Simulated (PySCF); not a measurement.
# From one method to the next for La²⁺

Aim: see what other levels and later steps give for La²⁺.

Computed with PySCF 2.14.0. Level: each script names its method and basis.

3 further runs of the same task are left out: 1 for a known fault of the program, 2 that didn't finish.

## (1) The atom

La²⁺: 1 atom, charge 2, spin multiplicity 2.

## (2) The run that the others are compared with

File input.py:

```python
from pyscf import gto, scf, mp

mol = gto.M(
    atom='La 0 0 0',
    basis='jorge-dzp-dkh',
    charge=2,
    spin=1,
    verbose=4,
)
mf = scf.UHF(mol)
mf = mf.sfx2c1e()
mf.level_shift = 0.3
mf.kernel()
mp.MP2(mf, frozen=18).kernel()
mf.dip_moment()
print('orbital energies (hartree):', [e[max(0, n-3):n+3].round(4) for e, n in zip(mf.mo_energy, mol.nelec)])
```

On the command line:

```bash
python input.py
```

## (3) CASSCF (ROHF)

Variant 1 changes step after the SCF: mp2 → casscf; SCF type: UHF → ROHF; active space: none → 5 electrons in 4 orbitals.

File input.py:

```python
from pyscf import gto, scf, mcscf

mol = gto.M(
    atom='La 0 0 0',
    basis='jorge-dzp-dkh',
    charge=2,
    spin=1,
    verbose=4,
)
mf = scf.ROHF(mol)
mf = mf.sfx2c1e()
mf.level_shift = 0.3
mf.kernel()
mc = mcscf.CASSCF(mf, 4, 5)
mc.kernel()
mc.analyze()
mf.dip_moment()
print('orbital energies (hartree):', mf.mo_energy[..., max(0, mol.nelec[1]-3):mol.nelec[0]+3].round(4))
```

## (4) Population analysis

Variant 2 changes step after the SCF: mp2 → analyze.

File input.py:

```python
from pyscf import gto, scf

mol = gto.M(
    atom='La 0 0 0',
    basis='jorge-dzp-dkh',
    charge=2,
    spin=1,
    verbose=4,
)
mf = scf.UHF(mol)
mf = mf.sfx2c1e()
mf.level_shift = 0.3
mf.kernel()
mf.analyze()
print('orbital energies (hartree):', [e[max(0, n-3):n+3].round(4) for e, n in zip(mf.mo_energy, mol.nelec)])
```

## (5) Camb3lyp (UKS)

Variant 3 changes functional: none (Hartree–Fock) → camb3lyp; SCF type: UHF → UKS; step after the SCF: mp2 → analyze.

File input.py:

```python
from pyscf import gto, dft

mol = gto.M(
    atom='La 0 0 0',
    basis='jorge-dzp-dkh',
    charge=2,
    spin=1,
    verbose=4,
)
mf = dft.UKS(mol, xc='camb3lyp')
mf = mf.sfx2c1e()
mf.level_shift = 0.3
mf.kernel()
mf.analyze()
print('orbital energies (hartree):', [e[max(0, n-3):n+3].round(4) for e, n in zip(mf.mo_energy, mol.nelec)])
```

## (6) Frozen orbitals 19

Variant 4 changes frozen orbitals: 18 → 19.

Changes to input.py since step 2:

```diff
@@ -13,3 +13,3 @@
 mf.kernel()
-mp.MP2(mf, frozen=18).kernel()
+mp.MP2(mf, frozen=19).kernel()
 mf.dip_moment()
```

## (7) Frozen orbitals none

Variant 5 changes frozen orbitals: 18 → none.

Changes to input.py since step 2:

```diff
@@ -13,3 +13,3 @@
 mf.kernel()
-mp.MP2(mf, frozen=18).kernel()
+mp.MP2(mf).kernel()
 mf.dip_moment()
```

What does the calculation give? Wanted: for each run, E(SCF); from base; gap, α spin; after the SCF.

**Answer**, as computed:

```csv
run,E(SCF) (hartree),from base (eV),cycles,"gap, α spin (eV)",after the SCF
base,-8486.082866,0,13,5.59,"MP2 correlation -4.308 eV, core frozen"
CASSCF (ROHF),-8486.082661,+0.0056,10,n/a,CASSCF correlation -1.526 eV
population analysis,-8486.082866,0.0000,13,5.59,n/a
camb3lyp (UKS),-8489.573976,not comparable,16,2.54,n/a
frozen orbitals 19,-8486.082866,0.0000,13,5.59,"MP2 correlation -4.066 eV, core frozen"
frozen orbitals none,-8486.082866,0.0000,13,5.59,MP2 correlation -5.155 eV
```

In words: A lower total energy from another functional means nothing by itself. The dearest run is “camb3lyp (UKS)”, at 9.9 s against 2.3 s.
